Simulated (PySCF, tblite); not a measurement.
**C₅H₆BFO: geometry, infrared bands and NMR shifts**

Wanted: the infrared bands and NMR shifts of C₅H₆BFO (`O=C1C=CB(F)CC1`), by calculation.

The runs use tblite 0.8.0 and PySCF 2.14.0, with density-fitted response routines of our own; the level of theory stands in each step. All values are computed, except where a source is named. Atoms count from 0, in the outputs and in this text.

## 1. The molecule as given

14 atoms, charge 0, multiplicity 1; geometry from: force field or distance geometry start.

Bonds of the start (Å): O0–C1 1.27, C1–C2 1.48, C2–C3 1.35, C3–B4 1.57, B4–F5 1.45, B4–C6 1.60, C6–C7 1.51, C7–C1 1.49, C2–H8 1.09, C3–H9 1.06, C6–H10 1.11, C6–H11 1.09, C7–H12 1.10, C7–H13 1.11.

## 2. Optimising the geometry with GFN2-xTB

The job: settings as JSON, then the geometry in Å.

```
{"job": {"kind": "relax", "xc": "GFN2-xTB", "basis": "xTB"}, "charge": 0, "multiplicity": 1}
O     -0.552300    -2.351800     0.842400
C     -0.209100    -1.333900     0.158400
C      1.241400    -1.064500     0.037100
C      1.614100     0.232300    -0.058200
B      0.530800     1.369400     0.005800
F      0.924300     2.727100     0.335800
C     -0.994400     0.910200     0.184900
C     -1.195900    -0.427400    -0.483200
H      1.976900    -1.871600     0.003000
H      2.643000     0.478600    -0.144100
H     -1.247200     0.743200     1.254000
H     -1.602700     1.699200    -0.248300
H     -0.902000    -0.298600    -1.534500
H     -2.227600    -0.812600    -0.375200
```

Launch:

```console
> OMP_NUM_THREADS=1 python probes_run.py task.json out
```

The driver reads the jobs from task.json and runs them one after another.

**Question.** This job is followed by: GFN2-xTB harmonic vibrations, gas phase; GIAO PBE0/pcSseg-1 NMR shielding, non-relativistic, gas phase. What will the session give for the following? strongest single infrared mode (GFN2-xTB); zero-point energy (GFN2-xTB); ¹³C shifts against TMS (PBE0/pcSseg-1); ¹H shifts against TMS (PBE0/pcSseg-1, means over atoms taken as alike); ¹⁷O shifts against H2O (PBE0/pcSseg-1); ¹¹B shifts against BF3·OEt2 (PBE0/pcSseg-1); ¹⁹F shifts against CFCl3 (PBE0/pcSseg-1).

The runs gave:

| quantity | value |
| --- | --- |
| strongest single infrared mode (GFN2-xTB) | 1729 cm⁻¹, 327 km/mol |
| zero-point energy (GFN2-xTB) | 64.0 kcal/mol |
| ¹³C shifts against TMS (PBE0/pcSseg-1) | 208.6, 164.5, 147.1, 43.2, 19.7 ppm |
| ¹H shifts against TMS (PBE0/pcSseg-1, means over atoms taken as alike) | 7.20, 6.99, 2.72, 1.51 ppm |
| ¹⁷O shifts against H2O (PBE0/pcSseg-1) | 724.6 ppm |
| ¹¹B shifts against BF3·OEt2 (PBE0/pcSseg-1) | 51.4 ppm |
| ¹⁹F shifts against CFCl3 (PBE0/pcSseg-1) | -36.4 ppm |

Over 70 steps the energy fell by 0.709 eV; of the close pairs, B4–F5 changed most, 1.452 to 1.322 Å. No mode is imaginary among the 36: a minimum at this level. The strongest single mode, at 1729 cm⁻¹, moves mainly C1 and O0. GFN2-xTB is a fitted tight-binding method: band positions and strengths are rough. Its intensities can rank the bands wrongly. C1 (ketone carbonyl carbon) lies farthest downfield among carbon, at 208.6 ppm; the double bond to the heteroatom, with no lone-pair donor beside it, deshields it most. The most deshielded hydrogen is H8 (hydrogen on an α carbon of a C=C–C=O unit), at 7.20 ppm: olefinic region. At PBE0/pcSseg-1: The largest span, 1410 ppm, is at O0, where the paramagnetic term is -786 ppm.
